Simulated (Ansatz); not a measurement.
The system is Cu3O2.

```
Cu O
1.0
    -2.02298    2.02298    3.67362
     2.02298   -2.02298    3.67362
     2.02298    2.02298   -3.67362
Cu O
3 2
Direct
  0.00000 0.00000 0.00000
  0.75000 0.25000 0.50000
  0.25000 0.75000 0.50000
  0.50000 0.00000 0.50000
  0.00000 0.50000 0.50000
```

The cell comes from a database or a generator and needn't be the stable form of this composition.

Base run:

```yaml
Program: Ansatz 0.2.0
Functional: PBE
Potentials_or_basis: Ansatz PAW
Cutoff: "420 eV (not typed: the program's choice for these potentials)"
k_mesh: 9 × 9 × 9
Occupations: fermi-dirac, width 0.05 eV
Spin: no spin polarisation
Hubbard_terms: Cu d U = 1 eV
```

Its results: band gap on the k mesh none (metal or under the smearing width); pressure 1.2 GPa.

Q: After a change of settings the same cell gave: band gap on the k mesh none (metal or under the smearing width); pressure 4.5 GPa. Which change was it?
A. hubbard terms from Cu d U = 1 eV to Cu d U = 6 eV
B. hubbard terms from Cu d U = 1 eV to none; hubbard projectors from ortho-atomic (the default) to none
C. hubbard terms from Cu d U = 1 eV to Cu d U = 3 eV

A: A.

Caveats: an odd number of electrons without spin polarisation forces a metal; a magnetic or distorted state may lie lower; the run has no spin polarisation, though such a crystal can be magnetic; U without spin polarisation on a metal has little footing; the density of states is complete only up to the lowest level of the last band computed.
